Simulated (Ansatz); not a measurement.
**GaH6NOSi: small, medium and large basis sets**

How large a basis does GaH6NOSi need? Two functionals are run in growing sets.

Method: one geometry, several basis sets; program: Ansatz 0.2.0, Gaussian basis.

Levels to be run: PBE0-D4/def2-SVP; ωB97M-V/def2-SVP; PBE0-D4/def2-QZVPP; ωB97M-V/def2-QZVPP; the functionals' def2-TZVPP values are taken from earlier runs.

### Step 1. Structure used throughout

An earlier PBE0-D4 in a triple-zeta def2 set relaxation fixed the geometry.

SMILES `[NH2][GaH][O][SiH3]`, 10 atoms, charge 0, spin multiplicity 1.

Atoms are counted from 1 here; the program's logs count them from 0.

Bond lengths: N1–Ga2 1.801 Å, N1–H5 1.004 Å, N1–H6 1.005 Å, Ga2–O3 1.786 Å, Ga2–H7 1.548 Å, O3–Si4 1.625 Å, Si4–H8 1.489 Å, Si4–H9 1.493 Å, Si4–H10 1.489 Å. Angles: Ga2–N1–H5 124.5°, Ga2–N1–H6 122.7°, H5–N1–H6 112.8°, N1–Ga2–O3 112.1°, N1–Ga2–H7 126.8°, O3–Ga2–H7 121.1°, Ga2–O3–Si4 139.8°, O3–Si4–H8 110.2°, O3–Si4–H9 111.6°, O3–Si4–H10 110.2°, H8–Si4–H9 108.1°, H8–Si4–H10 108.5°, H9–Si4–H10 108.1°.

### Step 2. PBE0-D4 in def2-SVP

The input, in.yaml:

```yaml
crystal:
  periodic: [false, false, false]
  atoms:
    - {symbol: N, position_ang: [-1.227092, 1.567245, -1.569174]}
    - {symbol: Ga, position_ang: [0.185020, 0.600040, -1.009852]}
    - {symbol: O, position_ang: [-0.157619, -0.269718, 0.511693]}
    - {symbol: Si, position_ang: [0.569631, -1.281182, 1.554719]}
    - {symbol: H, position_ang: [-1.239125, 2.128139, -2.402208]}
    - {symbol: H, position_ang: [-2.097230, 1.598185, -1.066295]}
    - {symbol: H, position_ang: [1.563389, 0.483529, -1.704388]}
    - {symbol: H, position_ang: [-0.190167, -2.557819, 1.647596]}
    - {symbol: H, position_ang: [1.964266, -1.600544, 1.128161]}
    - {symbol: H, position_ang: [0.628918, -0.667865, 2.909748]}
basis:
  gaussian: {orbitals: def2-SVP}
hamiltonian: {xc: pbe0, dispersion: d4}
output: {orbitals: {seedname: orbitals}}
```

Launch:

```sh
ansatz run in.yaml --threads 4 --pin off --events-out ev --progress --plain --max-ram 10444MiB
```

Further steps of the session: ωB97M-V in def2-SVP; PBE0-D4 in def2-QZVPP; ωB97M-V in def2-QZVPP.

Q: Predict the results of all the runs planned. Wanted: PBE0-D4: double and triple zeta above quadruple; ωB97M-V: double and triple zeta above quadruple.

As calculated:

| quantity | value |
| --- | --- |
| PBE0-D4: double and triple zeta above quadruple | 15.80, 1.71 eV |
| ωB97M-V: double and triple zeta above quadruple | 15.84, 1.63 eV |

In words: For PBE0-D4 the step from double to triple zeta gains 14.09 eV and the next only 1.71 eV. Total energies overstate the basis error of differences, where much of it tends to cancel. The LUMO of ωB97M-V is positive and keeps falling with the basis (1.55 to 0.90 eV): an unbound level that the basis holds in place.
